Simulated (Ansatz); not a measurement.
# SrScH6: the cost of one run

Method: DFT PBE, scalar-relativistic, plane waves, PAW, in Ansatz 0.2.0.

### 1 The starting structure

It takes space group Pm-3 (No. 200, cubic). The conventional cell has a = 4.343 Å, b = 4.343 Å, c = 4.343 Å, α = 90.00°, β = 90.00°, γ = 90.00°. Sr (site symmetry m-3) is surrounded by 12 H at 2.42 Å. Sc (site symmetry m-3) has 12 H at 2.43 Å as nearest neighbours. H (site symmetry mm2) is surrounded by 2 H at 2.16 to 2.19 Å and 2 Sr at 2.42 Å and 2 Sc at 2.43 Å.

Coordinates:

```cif
data_structure
_symmetry_space_group_name_H-M 'Pm-3'
_symmetry_Int_Tables_number 200
_cell_length_a 4.3430
_cell_length_b 4.3430
_cell_length_c 4.3430
_cell_angle_alpha 90.000
_cell_angle_beta 90.000
_cell_angle_gamma 90.000
_cell_volume 81.92
loop_
_atom_site_label
_atom_site_type_symbol
_atom_site_symmetry_multiplicity
_atom_site_Wyckoff_symbol
_atom_site_fract_x
_atom_site_fract_y
_atom_site_fract_z
_atom_site_occupancy
Sr1 Sr 1 a 0.00000 0.00000 0.00000 1
Sc1 Sc 1 b 0.50000 0.50000 0.50000 1
H1 H 6 f 0.00000 0.50000 0.75176 1
```

The cell is invented: species swapped into a database cell of AlSiMo6 (Pm-3, No. 200), with Sc on the Al sites, Sr on the Si sites and H on the Mo sites. Its size is a rough estimate.

### 2 The guess as it stands, on a coarse mesh

input.yaml reads:

```yaml
crystal:
  lattice:
    - [4.34301637, 0.0, 0.0]
    - [0.0, 4.34301637, 0.0]
    - [0.0, 0.0, 4.34301637]
  atoms:
    - { symbol: Sr, position: [0.0, 0.0, 0.0] }
    - { symbol: Sc, position: [0.5, 0.5, 0.5] }
    - { symbol: H, position: [0.0, 0.5, 0.75175971] }
    - { symbol: H, position: [0.5, 0.24824029, 0.0] }
    - { symbol: H, position: [0.75175971, 0.0, 0.5] }
    - { symbol: H, position: [0.0, 0.5, 0.24824029] }
    - { symbol: H, position: [0.5, 0.75175971, 0.0] }
    - { symbol: H, position: [0.24824029, 0.0, 0.5] }
basis:
  ecutwfc: 420
kpoints:
  mp_grid: { grid: [4, 4, 4] }
hamiltonian:
  xc: pbe
scf:
  occupations: { method: gaussian, width: 0.1 }
  lower_state_search: "off"
output:
  forces: true
  stress: true
  eigenvalues: true
```

On the command line:

```console
ansatz run input.yaml --threads 1 --pin off --max-ram 2048MiB --backend cpu --events-out ev --progress --plain --runs-dir out
```

Q: Estimate wall time and peak memory on 1 thread of Arm Neoverse V1, shared host.

About 1.5 s, with a peak of 0.31 GiB.
